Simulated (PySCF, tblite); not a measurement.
# C₄H₁₂BF₃Si₂: geometry, infrared bands and NMR shifts

What infrared bands and NMR shifts should C₄H₁₂BF₃Si₂ (`CB(C)C([SiH3])([SiH3])C(F)(F)F`) show?

Programs: tblite 0.8.0 and PySCF 2.14.0, with density-fitted response routines of our own. Each step states its level of theory. These are calculated values for one molecule in the gas phase, unless marked as measured. Atoms are numbered from 0 throughout.

## (1) The molecule as given

22 atoms, charge 0, multiplicity 1; geometry from: force field or distance geometry start.

Bonds of the start (Å): C0–B1 1.61, B1–C2 1.61, B1–C3 1.62, C3–Si4 1.87, C3–Si5 1.90, C3–C6 1.55, C6–F7 1.38, C6–F8 1.38, C6–F9 1.39, C0–H10 1.10, C0–H11 1.11, C0–H12 1.12, C2–H13 1.10, C2–H14 1.10, C2–H15 1.11, Si4–H16 1.48, Si4–H17 1.47, Si4–H18 1.47, Si5–H19 1.47, Si5–H20 1.47, Si5–H21 1.48.

## (2) Geometry optimisation with GFN2-xTB

Job settings and geometry (Å):

```
{"job": {"kind": "relax", "xc": "GFN2-xTB", "basis": "xTB"}, "charge": 0, "multiplicity": 1}
C      2.032100     0.832800     0.858400
B      0.973400    -0.155400     0.161400
C      1.555300    -1.583600    -0.298200
C     -0.587400     0.240500    -0.054500
Si    -0.981300     0.131500    -1.882000
Si    -1.660000    -1.046200     0.838600
C     -0.944800     1.652100     0.472800
F     -2.281200     1.926100     0.266800
F     -0.199300     2.614800    -0.177600
F     -0.706500     1.747100     1.840800
H      3.023700     0.361300     0.901500
H      2.103000     1.767100     0.270900
H      1.699800     1.069800     1.905100
H      1.959600    -2.122300     0.573300
H      2.352400    -1.413800    -1.041500
H      0.752100    -2.199900    -0.752900
H     -0.105500     1.059800    -2.625400
H     -2.384700     0.503100    -2.117800
H     -0.779100    -1.229500    -2.388400
H     -1.434400    -2.385600     0.286700
H     -3.078900    -0.693900     0.687200
H     -1.318800    -1.056500     2.273800
```

Launch:

```bash
> OMP_NUM_THREADS=1 python probes_run.py task.json out
```

One launch serves the whole session: the jobs run in the order shown.

**Question.** This job is followed by: GFN2-xTB harmonic vibrations, gas phase; GIAO PBE0/pcSseg-1 NMR shielding, non-relativistic, gas phase. Predict these results of the whole session: strongest single infrared mode (GFN2-xTB); zero-point energy (GFN2-xTB); 13C shifts against TMS (PBE0/pcSseg-1, means over atoms taken as alike); 1H shifts against TMS (PBE0/pcSseg-1, means over atoms taken as alike); 11B shifts against BF3·OEt2 (PBE0/pcSseg-1); 29Si shifts against TMS (PBE0/pcSseg-1, means over atoms taken as alike); 19F shifts against CFCl3 (PBE0/pcSseg-1, means over atoms taken as alike).

As calculated:

| quantity | value |
| --- | --- |
| strongest single infrared mode (GFN2-xTB) | 2299 cm⁻¹, 670 km/mol |
| zero-point energy (GFN2-xTB) | 91.5 kcal/mol |
| 13C shifts against TMS (PBE0/pcSseg-1, means over atoms taken as alike) | 140.0, 36.0, 14.8 ppm |
| 1H shifts against TMS (PBE0/pcSseg-1, means over atoms taken as alike) | 4.16, 1.12 ppm |
| 11B shifts against BF3·OEt2 (PBE0/pcSseg-1) | 83.0 ppm |
| 29Si shifts against TMS (PBE0/pcSseg-1, means over atoms taken as alike) | -70.3 ppm |
| 19F shifts against CFCl3 (PBE0/pcSseg-1, means over atoms taken as alike) | -62.5 ppm |

What this shows: Relaxing lowered the energy by 0.396 eV in 42 steps; the close pair that moved most is C3–C6, from 1.549 to 1.491 Å. No mode is imaginary among the 60: a minimum at this level. Unscaled tight-binding wavenumbers are off by several per cent, some by more. Its intensities can rank the bands wrongly. At PBE0/pcSseg-1: The widest tensor belongs to F7, F8, F9: span 181 ppm, with a paramagnetic part of -243 ppm.
